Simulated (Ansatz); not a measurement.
# CoSi: the cost of one run

Program: Ansatz 0.2.0. Level of theory: DFT PBE, scalar-relativistic, plane waves, PAW. These are calculated values, not measurements.

The COD entry's cell or inner coordinates are ideal or old and differ from later refinements, so a difference from it is no clean test against experiment.

1 further run of the same task is left out (set aside as unsound or not needed).

### 1 The structure to begin with

Symmetry: P2_13, No. 198, cubic system. Conventional cell: a = 4.431 Å, b = 4.431 Å, c = 4.431 Å, α = 90.00°, β = 90.00°, γ = 90.00°. Co (site symmetry 3) has 7 Si at 2.32 to 2.43 Å as nearest neighbours. Si (site symmetry 3) is surrounded by 7 Co at 2.32 to 2.43 Å.

Coordinates:

```xyz
8
Lattice="4.4308 0.0000 0.0000 0.0000 4.4308 0.0000 0.0000 0.0000 4.4308" Properties=species:S:1:pos:R:3 pbc="T T T"
Co    0.6426    0.6426    0.6426
Co    1.5729    3.7883    2.8580
Co    2.8580    1.5729    3.7883
Co    3.7883    2.8580    1.5729
Si    3.7359    3.7359    3.7359
Si    2.9104    0.6949    1.5205
Si    1.5205    2.9104    0.6949
Si    0.6949    1.5205    2.9104
```

It is the result of an earlier relaxation at this level (volume 10.87 Å³/atom; gap on the mesh: none (metal)).

### 2 The bulk in the cell of the plane

Contents of input.yaml:

```yaml
crystal:
  lattice:
    - [4.4308490788, 0.0, 0.0]
    - [0.0, 4.4308490788, 0.0]
    - [0.0, 0.0, 4.4308490788]
  atoms:
    - { symbol: Co, position: [0.8549810877, 0.8549810877, 0.1450189123] }
    - { symbol: Co, position: [0.1450189123, 0.3549810877, 0.3549810877] }
    - { symbol: Co, position: [0.6450189123, 0.1450189123, 0.6450189123] }
    - { symbol: Co, position: [0.3549810877, 0.6450189123, 0.8549810877] }
    - { symbol: Si, position: [0.1568402894, 0.1568402894, 0.8431597106] }
    - { symbol: Si, position: [0.8431597106, 0.6568402894, 0.6568402894] }
    - { symbol: Si, position: [0.3431597106, 0.8431597106, 0.3431597106] }
    - { symbol: Si, position: [0.6568402894, 0.3431597106, 0.1568402894] }
basis:
  ecutwfc: 420
kpoints:
  mp_grid: { grid: [8, 8, 8] }
hamiltonian:
  xc: pbe
scf:
  occupations: { method: gaussian, width: 0.1 }
output:
  forces: true
  stress: true
  eigenvalues: true
  write_density: true
  write_potential: true
  elf: true
  volumetric_format: npy
```

On the command line:

```sh
$ ansatz run input.yaml --threads 1 --pin off --max-ram 2560MiB --backend cpu --events-out ev --progress --plain --runs-dir out
```

Q: Estimate wall time and peak memory on 1 thread of Intel Xeon at 2.70GHz, shared host.

About 22 s, with a peak of 0.44 GiB.
